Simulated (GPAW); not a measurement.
# Ti3Sn (P6_3/mmc) in GPAW: further runs, part 2 of 2

GPAW 26.7.0.

## (3) Band structure, LDA

run.py reads:

```python
from ase import Atoms
from ase.dft.bandgap import bandgap
from ase.io import write
from ase.units import GPa
from gpaw import GPAW, PW

atoms = Atoms(['Sn', 'Sn', 'Ti', 'Ti', 'Ti', 'Ti', 'Ti', 'Ti'],
              cell=[[5.912182085, 0.0, 0.0],
                    [-2.9560910425, 5.1200998774, 0.0],
                    [0.0, 0.0, 4.756222]],
              scaled_positions=[[0.3333333333, 0.6666666667, 0.25],
                                [0.6666666667, 0.3333333333, 0.75],
                                [0.835748995, 0.164251005, 0.25],
                                [0.32850201, 0.164251005, 0.25],
                                [0.835748995, 0.67149799, 0.25],
                                [0.164251005, 0.835748995, 0.75],
                                [0.67149799, 0.835748995, 0.75],
                                [0.164251005, 0.32850201, 0.75]],
              pbc=True)

calc = GPAW(mode=PW(600),
            xc='LDA',
            kpts={'size': (4, 4, 4), 'gamma': True},
            occupations={'name': 'fermi-dirac', 'width': 0.05},
            nbands=84,
            convergence={'density': 1e-05, 'energy': 1e-05},
            maxiter=150,
            txt='gpaw.txt')
atoms.calc = calc
energy = atoms.get_potential_energy()
forces = atoms.get_forces()
stress = atoms.get_stress()
calc.write('gs.gpw')
write('result.traj', atoms)
print(f'Energy: {energy:.6f} eV')
print('Forces (eV/A):')
print(forces.round(4))
print('Stress (GPa):', (stress / GPa).round(3))
print('Fermi level:', round(calc.get_fermi_level(), 4), 'eV')
print(f'Gap: {bandgap(calc)[0]:.4f} eV, direct: {bandgap(calc, direct=True)[0]:.4f} eV')

path = atoms.cell.bandpath('GMKGALHA,LM,KH', npoints=80, eps=1e-4)
bs_calc = calc.fixed_density(kpts=path, symmetry='off', nbands=118,
                             convergence={'bands': 'CBM+6.0', 'eigenstates': 1e-6}, txt='bands.txt')
bs = bs_calc.band_structure()
bs.write('bs.json')
print(f'Gap on the path: {bandgap(bs_calc)[0]:.4f} eV')
```

Potentials or basis: the program's PAW data sets (release 1.2.1) made for this functional, pw.

On the command line:

```console
$ OMP_NUM_THREADS=1 python run.py
```

gpaw.txt:

```text
__  _  _
 | _ |_)|_||  |
 |__||  | ||/\| - 26.7.0

Input parameters:
  mode=PW(ecut=600.0),
  convergence={'density': 1e-05, 'energy': 1e-05},
  kpts=MonkhorstPack(size=(4, 4, 4), gamma=True),
  maxiter=150,
  nbands=84,
  occupations=Occupations(name='fermi-dirac', width=0.05),
  xc=XC(name='LDA')

Diagonalizing LCAO Hamiltonian
Converting LCAO to pw mode

         Ti      Ti

           Ti     Sn
             Sn     Ti

              Ti      Ti

Atoms  # Å, Bohr magnetons
|   | symbol |         x |        y |        z |    initial magnetic moments |
|---|--------|-----------|----------|----------|-----------------------------|
| 0 |     Sn | -0.000000 | 3.413400 | 1.189056 | ( 0.0000,  0.0000,  0.0000) |
| 1 |     Sn |  2.956091 | 1.706700 | 3.567166 | ( 0.0000,  0.0000,  0.0000) |
| 2 |     Ti |  4.455559 | 0.840982 | 1.189056 | ( 0.0000,  0.0000,  0.0000) |
| 3 |     Ti |  1.456623 | 0.840982 | 1.189056 | ( 0.0000,  0.0000,  0.0000) |
| 4 |     Ti |  2.956091 | 3.438137 | 1.189056 | ( 0.0000,  0.0000,  0.0000) |
| 5 |     Ti | -1.499468 | 4.279118 | 3.567166 | ( 0.0000,  0.0000,  0.0000) |
| 6 |     Ti |  1.499468 | 4.279118 | 3.567166 | ( 0.0000,  0.0000,  0.0000) |
| 7 |     Ti |  0.000000 | 1.681963 | 3.567166 | ( 0.0000,  0.0000,  0.0000) |

Unit cell  # Å
| periodic |         x |        y |        z |  lengths |     angles |
|----------|-----------|----------|----------|----------|------------|
|      yes |  5.912182 | 0.000000 | 0.000000 | 5.912182 |  90.000000 |
|      yes | -2.956091 | 5.120100 | 0.000000 | 5.912182 |  90.000000 |
|      yes |  0.000000 | 0.000000 | 4.756222 | 4.756222 | 120.000000 |

Number of symmetries: 12
Symmetry operations  # r_c * U_cc + t_c -> r_c
|    | kind |            matrix            |
|----|------|------------------------------|
|  0 |  σ   |  1, 1, 0,  0,-1, 0,  0, 0, 1 |
|  1 |  S6  |  1, 1, 0, -1, 0, 0,  0, 0,-1 |
|  2 |  E   |  1, 0, 0,  0, 1, 0,  0, 0, 1 |
|  3 |  C2  |  1, 0, 0, -1,-1, 0,  0, 0,-1 |
|  4 |  C2  |  0, 1, 0,  1, 0, 0,  0, 0,-1 |
|  5 |  C3  |  0, 1, 0, -1,-1, 0,  0, 0, 1 |
|  6 |  S6  |  0,-1, 0,  1, 1, 0,  0, 0,-1 |
|  7 |  σ   |  0,-1, 0, -1, 0, 0,  0, 0, 1 |
|  8 |  σ   | -1, 0, 0,  1, 1, 0,  0, 0, 1 |
|  9 |  i   | -1, 0, 0,  0,-1, 0,  0, 0,-1 |
| 10 |  C3  | -1,-1, 0,  1, 0, 0,  0, 0, 1 |
| 11 |  C2  | -1,-1, 0,  0, 1, 0,  0, 0,-1 |

BZ-sampling:
  Number of BZ points: 64
  Number of IBZ points: 13

  Monkhorst-Pack size: [4, 4, 4]
  Monkhorst-Pack shift: [0.125, 0.125, 0.125]

K-points  # in reciprocal-cell coordinates
|     |                                coordinates |     weight |
|-----|--------------------------------------------|------------|
|   0 | (  0.00000000,   0.00000000,   0.00000000) | 0.01562500 |
|   1 | (  0.00000000,   0.00000000,   0.25000000) | 0.03125000 |
[... 77 lines left out ...]
    |   4s |  2.000 |      -4.593 |    1.270 |
    |   3p |  6.000 |     -38.791 |    1.058 |
    |   4p |  0.000 |      -1.536 |    1.058 |
    |   3d |  2.000 |      -4.463 |    1.058 |
    |    d |        |      22.748 |    1.058 |

    Using partial waves for Ti as LCAO basis

Reference energy: -474774.867978  # eV

eigensolver:
  PPCG
  Converge bands: occupied
  niter=2

density mixing:
  MSR1-Mixer
  Pratt-step length: 0.05
  Maximum mixing coefficient: 0.75
  Old densities: 10
  SVD Regularization: 0.005
  Good broyden scale: 1.0
  Trust region scale: 1.0
  Backstep threshold: 4.0
  History deletion threshold: 6.0
  Fourier metric: weight=20.0, sigma=0.015

occupation numbers:
  Fermi-Dirac:
    width: 0.0500  # eV

poisson solver:
  ecut: 4800.0  # eV

xc functional:
  name: None

convergence criteria:
[... 6 lines left out ...]
|iter     | |      energy | eigst |  dens |
|---------|-|-------------|-------|-------|
|iter:   1| |  -58.116925 | +0.28 |       |
|iter:   2| |  -57.928496 | -1.87 | -1.38 |
|iter:   3| |  -58.828917 | -0.58 | -1.40 |
|iter:   4| |  -57.015523 | -0.83 | -1.36 |
|iter:   5| |  -56.915452 | -2.16 | -1.88 |
|iter:   6| |  -56.921657 | -3.03 | -2.26 |
|iter:   7| |  -56.922371 | -3.73 | -2.76 |
|iter:   8| |  -56.922430c| -4.85 | -3.72 |
|iter:   9| |  -56.922449c| -5.55 | -4.10 |
|iter:  10| |  -56.922445c| -6.68 | -4.71 |
|iter:  11| |  -56.922446c| -7.48c| -5.33c|

Converged in 11 steps
Energy contributions relative to reference atoms: (reference = -474774.867978)

Energy contributions:
  Kinetic:          28.887903
  Coulomb:         -25.377967
  Zero:             -0.148651
  External:          0.000000
  Xc:              -60.250877
  Entropy:          -0.065707
  Spinorbit:         0.000000
  ----------------------------
  Free energy:     -56.955299
  Extrapolated:    -56.922446

dipole moment: (0.000004, 0.000007, 0.000006)  # |e|*Ang

Fermi level: 8.853
Eigenvalues  # (at kpt = [0.000, 0.000, 0.000])
| band index |      eig [eV] | occ [0-2] |
|------------|---------------|-----------|
|          0 |       -47.392 |     2.000 |
|        ... |               |           |
|         42 |         6.962 |     2.000 |
|         43 |         7.565 |     2.000 |
|         44 |         7.565 |     2.000 |
|         45 |         7.616 |     2.000 |
|         46 |         7.907 |     2.000 |
|         47 |         7.907 |     2.000 |
[... 8 lines left out ...]
|         56 |        10.483 |     0.000 |
|         57 |        10.709 |     0.000 |
|        ... |               |           |
|         83 |        19.023 |     0.000 |

No gap
No difference between direct/indirect transitions

Forces  # eV/Ang
|        x |        y |        z |
|----------|----------|----------|
| -0.00000 |  0.00000 | -0.00032 |  # Sn   0
|  0.00000 |  0.00000 |  0.00032 |  # Sn   1
|  0.01604 | -0.00926 | -0.00036 |  # Ti   2
| -0.01604 | -0.00926 | -0.00036 |  # Ti   3
|  0.00000 |  0.01852 | -0.00036 |  # Ti   4
| -0.01604 |  0.00926 |  0.00036 |  # Ti   5
|  0.01604 |  0.00926 |  0.00036 |  # Ti   6
|  0.00000 | -0.01852 |  0.00036 |  # Ti   7

Stress tensor  # eV/Ang^3
|        x |         y |        z |
|----------|-----------|----------|
| 0.052715 | -0.000000 | 0.000000 |
| 0.000000 |  0.052715 | 0.000000 |
| 0.000000 |  0.000000 | 0.055129 |

# Writing to gs.gpw (mode='')
```

stdout:

```text
Energy: -56.922446 eV
Forces (eV/A):
[[-0.      0.     -0.0003]
 [ 0.      0.      0.0003]
 [ 0.016  -0.0093 -0.0004]
 [-0.016  -0.0093 -0.0004]
 [ 0.      0.0185 -0.0004]
 [-0.016   0.0093  0.0004]
 [ 0.016   0.0093  0.0004]
 [ 0.     -0.0185  0.0004]]
Stress (GPa): [ 8.446  8.446  8.833  0.     0.    -0.   ]
Fermi level: 8.8531 eV
Gap: 0.0000 eV, direct: 0.0000 eV
Gap on the path: 0.0000 eV
```

It took 12 min on 1 thread of Arm Neoverse V2, shared host; peak memory 1.2 GiB.

What came out:

```
Free energy             : -56.9553 eV
Pressure                : -8.6 GPa
Largest force           : 0.019 eV/Å
Band gap along the path : none (metal or under the smearing width)
```

Forces in eV/Å, atoms in the order of the input:
```
Sn   0.000  0.000  0.000
Sn   0.000  0.000  0.000
Ti   0.016 -0.009  0.000
Ti  -0.016 -0.009  0.000
Ti   0.000  0.019  0.000
Ti  -0.016  0.009  0.000
Ti   0.016  0.009  0.000
Ti   0.000 -0.019  0.000
```

Levels at the corners of the path, in eV from the Fermi level:
| point | band 48 | band 49 | band 50 | band 51 | band 52 | band 53 |
| --- | --- | --- | --- | --- | --- | --- |
| Γ | -0.95 | -0.88 | -0.47 | 0.35 | 0.43 | 0.43 |
| M | -0.60 | -0.51 | 0.28 | 0.31 | 0.32 | 0.43 |
| K | -0.22 | -0.22 | 0.05 | 0.29 | 0.29 | 0.53 |
| Γ | -0.95 | -0.88 | -0.47 | 0.35 | 0.43 | 0.43 |
| A | -0.98 | -0.41 | -0.41 | -0.15 | -0.15 | -0.15 |
| L | -0.55 | -0.27 | -0.27 | 0.06 | 0.06 | 0.36 |
| H | -0.56 | -0.31 | -0.31 | 0.33 | 0.33 | 0.53 |
| A | -0.98 | -0.41 | -0.41 | -0.15 | -0.15 | -0.15 |
| L | -0.55 | -0.27 | -0.27 | 0.06 | 0.06 | 0.36 |
| M | -0.60 | -0.51 | 0.28 | 0.31 | 0.32 | 0.43 |
| K | -0.22 | -0.22 | 0.05 | 0.29 | 0.29 | 0.53 |
| H | -0.56 | -0.31 | -0.31 | 0.33 | 0.33 | 0.53 |

Caveat: spin-orbit coupling is left out, which moves the levels of the heavy elements.
